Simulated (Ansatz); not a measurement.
**One shape, several levels: InF (SMILES [F][In])**

Wanted: a comparison of 6 runs (UHF/STO-3G, UPBE/STO-3G, BCCD(T)/STO-3G, CCSDT(Q)/STO-3G, CCSDT/STO-3G, CCSD(T)/STO-3G) of InF. 

The calculation is run with Ansatz 0.2.0.

45 further runs of the same task are left out: 5 that didn't finish, 40 set aside as unsound or not needed.

## 1. Starting point

InF has 2 atoms, charge 0, and is taken as a singlet. As SMILES, `[F][In]`. The In2–F1 distance was set to 5.064 Å, away from the relaxed value.

## 2. A single-point energy at UHF/STO-3G (run 1)

File molecule.yaml:

```yaml
crystal:
  periodic: [false, false, false]
  atoms:
    - symbol: F
      position_ang: [0.000000, 0.000000, -3.038210]
    - symbol: In
      position_ang: [0.000000, 0.000000, 2.025490]
basis:
  gaussian:
    orbitals: STO-3G
magnetization:
  spin_polarized: true
hamiltonian:
  xc: hf
accuracy: high
```

The run is started by

```sh
ansatz run molecule.yaml --threads 1 --pin off --max-ram 2610MiB --events-out events.jsonl --progress --plain --runs-dir runs
```

Output:

```text
Warning: RAYON_NUM_THREADS=1 ignored (pool sized by the plan → 1); use --threads N
Functional definition: HF
  name "HF"
  exchange = exact_x
  correlation = 0
529 factors; integrals over basis functions are off by at most 6.8e-9 eV
mean field evaluation 1: about -157293.9360 eV, gradient 1.6e0 eV
mean field evaluation 2: about -157293.9495 eV, gradient 1.6e0 eV
mean field evaluation 4: about -157293.9232 eV, gradient 2.0e0 eV
mean field evaluation 8: about -157296.3730 eV, gradient 9.8e-1 eV
mean field evaluation 16: about -157302.6022 eV, gradient 5.5e-6 eV
mean field evaluation 32: about -157302.6013 eV, gradient 1.1e-1 eV
mean field evaluation 64: about -157302.5994 eV, gradient 4.4e-2 eV
mean field evaluation 96: about -157296.3486 eV, gradient 6.3e-4 eV
mean field -157302.60217283 eV, -5780.7640063184 hartree, gradient 5.0e-9 eV, S^2 0.999998; 5 other end points of the search recorded, 0 dependent functions left out
reference -157302.60217283 eV, -5780.7640063184 hartree; 29, 29 occupied and 3, 3 virtual orbitals, 529 factors
Total energy: -157302.60217283 eV, -5780.7640063184 hartree
```

It took 1.6 s on 1 thread of Arm Neoverse V2, shared host; peak memory 0.13 GiB.

## 3. The energy at UPBE/STO-3G (run 2)

File molecule.yaml:

```yaml
crystal:
  periodic: [false, false, false]
  atoms:
    - {symbol: F, position_ang: [0.000000, 0.000000, -3.038210]}
    - {symbol: In, position_ang: [0.000000, 0.000000, 2.025490]}
basis:
  gaussian:
    orbitals: STO-3G
magnetization:
  spin_polarized: true
hamiltonian:
  xc: {name: PBE}
accuracy: high
```

The run is started by

```sh
ansatz run molecule.yaml --threads 1 --pin off --max-ram 2610MiB --events-out events.jsonl --progress --plain --runs-dir runs
```

Output, cut to the lines that bear on the results:

```text
Warning: RAYON_NUM_THREADS=1 ignored (pool sized by the plan → 1); use --threads N
Functional definition: PBE
  name "PBE"
[...]
529 factors; integrals over basis functions are off by at most 6.8e-9 eV
[...]
mean field -157344.13307518 eV, -5782.2902388288 hartree, gradient 7.5e-8 eV, S^2 0.842776; 19 other end points of the search recorded, 0 dependent functions left out
reference -157344.13307688 eV, -5782.2902388914 hartree; 29, 29 occupied and 3, 3 virtual orbitals, 529 factors
Total energy: -157344.13307688 eV, -5782.2902388914 hartree
```

It took 29 s on 1 thread of Arm Neoverse V2, shared host; peak memory 0.12 GiB.

Runs 3 to 5 aren't shown in full; the table further down has their settings and results.

## 4. A single-point energy at CCSD(T)/STO-3G (run 6)

File in.yaml:

```yaml
crystal:
  periodic: [false, false, false]
  atoms:
    - {symbol: F, position_ang: [0.000000, 0.000000, -3.038210]}
    - {symbol: In, position_ang: [0.000000, 0.000000, 2.025490]}
basis:
  gaussian: {orbitals: STO-3G}
correlation: {method: ccsd_t, frozen_orbitals: {F: 1, In: 18}}
accuracy: high
scf: {omitted_lower_state_checks: [cluster_reference, increment]}
```

The run is started by

```sh
ansatz run in.yaml --threads 1 --pin off --max-ram 2610MiB --events-out events.jsonl --progress --plain --runs-dir runs
```

Output, cut to the lines that bear on the results:

```text
Warning: RAYON_NUM_THREADS=1 ignored (pool sized by the plan → 1); use --threads N
[... 2 set-up lines as earlier in the session ...]
[...]
529 factors; integrals over basis functions are off by at most 6.8e-9 eV
[...]
mean field -157296.40211330 eV, -5780.5361583330 hartree, gradient 1.8e-8 eV, S^2 0.000000; 4 other end points of the search recorded, 0 dependent functions left out; unrestricted orbitals would lower it
19 core orbitals not correlated: weight in the atoms' cores, before any rotation towards them, 1.000 or more for the frozen orbitals, at most 0.000 for the correlated occupied ones
reference -157296.40211330 eV, -5780.5361583330 hartree; 10, 10 occupied and 3, 3 virtual orbitals, 529 factors
second order -6.98812272 eV of doubles, -0.00000000 eV of singles
cycle   1  -2.25583950 eV  change   -9.6e-1 eV  update   1.6e-1
[...]
cycle  34  -6.91806670 eV  change   2.6e-10 eV  update  5.9e-11
perturbative correction 0.00005163 eV, 0.0000018972 hartree
WARN: these amplitudes may be one of several solutions (largest doubles amplitude 1.24, level shift 15.64 eV)
Total energy: -157303.32012837 eV, -5780.7903906977 hartree
Checks for a lower state left out: cluster_reference, increment
```

Run time: 0.68 s. Hardware: 1 thread of Arm Neoverse V2, shared host.

## 5. The series

```csv
run,level,frozen core orbitals,energy (Eh),wall time
1,UHF/STO-3G,–,-5780.764006,1.6 s
2,UPBE/STO-3G,–,-5782.290239,29 s
3,BCCD(T)/STO-3G,19,-5780.790834,0.72 s
4,CCSDT(Q)/STO-3G,19,-5780.788151,1.7 s
5,CCSDT/STO-3G,19,-5780.790515,1.5 s
6,CCSD(T)/STO-3G,19,-5780.790391,0.68 s
```

## 6. What came out

| quantity | value |
| --- | --- |
| run 6: total energy | -5780.79039 Eh |
| run 6: correlation energy (19 core orbitals frozen) | -254.2 mEh |
| run 6: (T) correction | 0.00 mEh |
| run 6: T1 diagnostic | 0.110 |

In words: Below the UHF energy at the same shape and in the same basis (STO-3G): BCCD(T) -26.8 mEh; CCSDT(Q) -24.1 mEh; CCSDT -26.5 mEh; CCSD(T) -26.4 mEh. Some of these start from another determinant than that one, so these aren't their correlation energies. In run 6 the T1 diagnostic is large, so a single reference may not serve. In runs 3, 4, 5, 6 the log says that unrestricted orbitals would lower the reference, so the values rest on an unstable closed-shell determinant (other closed-shell runs at this shape may share the fault). In runs 1, 2, 3, 4, 5, 6 the basis is minimal, so the values are rough. In runs 1, 2, 3, 4, 5, 6 relativity is left out where basis or elements ask for it. Spin contamination of the reference: run 1 ⟨S²⟩ = 1.00, run 2 ⟨S²⟩ = 0.84. Where it is this large, the reference is a mixture of spin states, and values that rest on it are in doubt. All runs together took 36 s, the longest 29 s.
